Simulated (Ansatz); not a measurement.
# Zr3Cu (Pm-3m): scan of the energy under strain

What does a strain cost in Zr3Cu (Pm-3m)? Aim: a scan of the energy under strain, for Zr3Cu (Pm-3m), run from a script.

Program: Ansatz 0.2.0, driven from Python. Level of theory: DFT r2SCAN+D3(BJ), plane waves, PAW. These are calculated values, not measurements.

## (1) Starting point

The structure is cubic, space group Pm-3m (No. 221). Conventional cell: a = 4.312 Å, b = 4.312 Å, c = 4.312 Å, α = 90.00°, β = 90.00°, γ = 90.00°. Zr (site symmetry 4/mmm) has 8 Zr at 3.05 Å and 4 Cu at 3.05 Å in its first shell of neighbours. Around Cu (site symmetry m-3m) lie 12 Zr at 3.05 Å.

The script holds or builds the structure itself.

## (2) Script

strain_zr3cu.py

```python
# -*- coding: utf-8 -*-
'''A rhombohedral strain scan of Zr3Cu.'''

import ansatz as az
import numpy as np
from tabulate import tabulate

vectors0 = np.array([
    [4.311517, 0.0, 0.0],
    [0.0, 4.311517, 0.0],
    [0.0, 0.0, 4.311517],
])
sites = [
    ('Zr', [0.5, 0.5, 0.0]),
    ('Zr', [0.5, 0.0, 0.5]),
    ('Zr', [0.0, 0.5, 0.5]),
    ('Cu', [0.0, 0.0, 0.0]),
]


def crystal_on(cell):
    crystal = az.Crystal(lattice=az.Lattice.of(cell))
    for symbol, position in sites:
        crystal = crystal.atom(symbol, position)
    return crystal

# clamped ions: the fractional positions stay as typed
values = np.linspace(-0.01, 0.01, 5)
energies = []
for d in values:
    strain = d / 2 * (np.ones((3, 3)) - np.eye(3))
    cell = vectors0 @ (np.eye(3) + strain)
    model = (
        crystal_on(cell).calculation()
        .basis(600)
        .occupations('fermi_dirac')
        .functional(az.Functional.R2SCAN, dispersion='d3bj')
        .kpoints(8, 8, 8)
        .stress()
    )
    r = model.run(threads=1).report
    energies.append(r['free_energy_ev'] / len(sites))
    s = r['stress_gpa']
    print(f'd = {d:+.4f}  stress xx yy zz xy (GPa, compression positive): {s[0][0]:8.3f} {s[1][1]:8.3f} {s[2][2]:8.3f} {s[0][1]:8.3f}')
energies = np.array(energies)

print(tabulate(zip(values, 1000 * (energies - energies.min())), headers=['strain', 'dE (meV/atom)'], floatfmt='.3f'))
curvature = 2 * np.polyfit(values, energies, 3)[1]
volume = abs(np.linalg.det(vectors0)) / len(sites)
print(f'd2E/dd2 over the volume: {curvature / volume * 160.21766:.1f} GPa')
```

## (3) The calls as engine input

The package turns the script's settings into the engine's input (first run):

```yaml
crystal:
  lattice:
    - [4.311517, -0.021557585, -0.021557585]
    - [-0.021557585, 4.311517, -0.021557585]
    - [-0.021557585, -0.021557585, 4.311517]
  atoms:
    - { symbol: Zr, position: [0.5, 0.5, 0.0] }
    - { symbol: Zr, position: [0.5, 0.0, 0.5] }
    - { symbol: Zr, position: [0.0, 0.5, 0.5] }
    - { symbol: Cu, position: [0.0, 0.0, 0.0] }
basis:
  ecutwfc: 600.0
kpoints:
  mp_grid:
    grid: [8, 8, 8]
hamiltonian:
  xc: r2scan
  dispersion: d3bj
scf:
  occupations:
    method: fermi_dirac
output:
  stress: true
```

## (4) The run

Run with:

```bash
python strain_zr3cu.py
```

**Question.** How much energy does this rhombohedral strain cost, and what curvature follows?

The runs gave:

| quantity | value |
| --- | --- |
| curvature under the strain | 70.1 GPa |
| runs compared | 5 |
| range of energy | 0.44 meV/atom |
| lowest point, strain | 0.000 |

**Reading.** Against the unstrained cell the energy per atom changes by +0.43 meV at one end of the scan and +0.44 meV at the other, and its second derivative over the volume is 70.1 GPa. No spin polarisation was allowed. The dispersion term runs with damping parameters of another functional. The curvature belongs to this strain pattern and to the cell's stress; it equals a single elastic constant only for simple patterns. In a metal a curvature from energy changes of a few meV or less hangs on mesh and smearing, in size and even in sign. This cell is a computed structure, which may not be the phase found in nature. The ions keep their fractional positions (clamped ions).
